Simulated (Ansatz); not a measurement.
# HgTe (Coloradoite): how the settings move a single-point run

Aim: see which settings change the result for HgTe (Coloradoite), by how much, and at what cost.

Program: Ansatz 0.2.0. Level of theory: reference: DFT, PBEsol, plane waves, PAW. These are calculated values, not measurements.

2 further runs of the same task are left out: 2 that didn't finish. Runs told in other sessions of the task aren't counted.

### Step 1. The structure to begin with

Symmetry: F-43m, No. 216, cubic system. Conventional cell: a = 6.578 Å, b = 6.578 Å, c = 6.578 Å, α = 90.00°, β = 90.00°, γ = 90.00°. Hg (site symmetry -43m) has 4 Te at 2.85 Å in its first shell of neighbours. Te (site symmetry -43m) is surrounded by 4 Hg at 2.85 Å.

As a file:

```
CELL_PARAMETERS angstrom
0.00000 3.28920 3.28920
3.28920 0.00000 3.28920
3.28920 3.28920 0.00000
ATOMIC_POSITIONS crystal
Hg 0.00000 0.00000 0.00000
Te 0.25000 0.25000 0.25000
```

### Step 2. Reference

input.yaml reads:

```yaml
crystal:
  lattice:
    - [0.0, 3.2891972858, 3.2891972858]
    - [3.2891972858, 0.0, 3.2891972858]
    - [3.2891972858, 3.2891972858, 0.0]
  atoms:
    - { symbol: Hg, position: [0.0, 0.0, 0.0] }
    - { symbol: Te, position: [0.25, 0.25, 0.25] }
kpoints:
  mp_grid: { grid: [4, 4, 4] }
hamiltonian:
  xc: pbesol
scf:
  occupations: { method: fermi_dirac, width: 0.02 }
  n_extra_bands: 4
output:
  forces: true
  stress: true
  eigenvalues: true
```

Launch:

```bash
ansatz run input.yaml --threads 4 --pin off --max-ram 3686MiB --backend cpu --events-out ev --progress --plain --runs-dir out
```

### Step 3. A further run, with the input changed

input.yaml, as its differences from that of step 2:

```diff
@@ -12,2 +12,3 @@
   xc: pbesol
+  dispersion: rvv10
 scf:
```

### Step 5. Changing settings: exchange pbe, correlation pbe, coeff 0.4, omega 0.1

input.yaml, as its differences from that of step 2:

```diff
@@ -11,3 +11,3 @@
 hamiltonian:
-  xc: pbesol
+  xc: { exchange: pbe, correlation: pbe, exx: { coeff: 0.4, omega: 0.1 } }
 scf:
```

### Step 6. Variant: exchange pbe, correlation pbe, coeff 0.75, omega 0.5

input.yaml, as its differences from that of step 2:

```diff
@@ -11,3 +11,3 @@
 hamiltonian:
-  xc: pbesol
+  xc: { exchange: pbe, correlation: pbe, exx: { coeff: 0.75, omega: 0.5 } }
 scf:
```

(Steps that only read results are left out.)

**Question.** What will these runs give? Wanted: for each run, ending; energy change; pressure; gap; force.

**Answer**, as computed:

```
                                                    run     ending   energy change  pressure (GPa)  gap (eV)  force (eV/Å)  cycles    time
                                              reference  converged               -            -0.8      0.00          0.00       6     1 s
                                    1: dispersion rvv10    refused               -               -         -             -       -  0.03 s
 2: exchange pbe, correlation pbe, coeff 0.4, omega 0.1  converged  not comparable            -1.1      0.85          0.00      23    18 s
3: exchange pbe, correlation pbe, coeff 0.75, omega 0.5  converged  not comparable            -0.9      0.44          0.00      20    19 s
```

Residual by cycle in the longest SCF loop of each run; runs are numbered as in the table. The quantity is the density residual dr2, in eV.

```
cycle  reference    run 2    run 3
    1    0.00328  0.00542   0.0205
    2     1.1e-4   5.7e-4  0.00238
    3     2.3e-5   2.3e-5   5.6e-5
    4     1.0e-6   2.6e-6   5.2e-6
    5     1.2e-7   1.1e-7   1.8e-7
    6     5.2e-9   3.1e-9   3.7e-9
    7          -  1.1e-10  3.6e-10
```

What this shows: Semilocal functionals close small gaps, and spin-orbit coupling, left out here, moves these band edges, so the missing gap need not be the real solid's. 1 of the 3 altered inputs did not end normally.
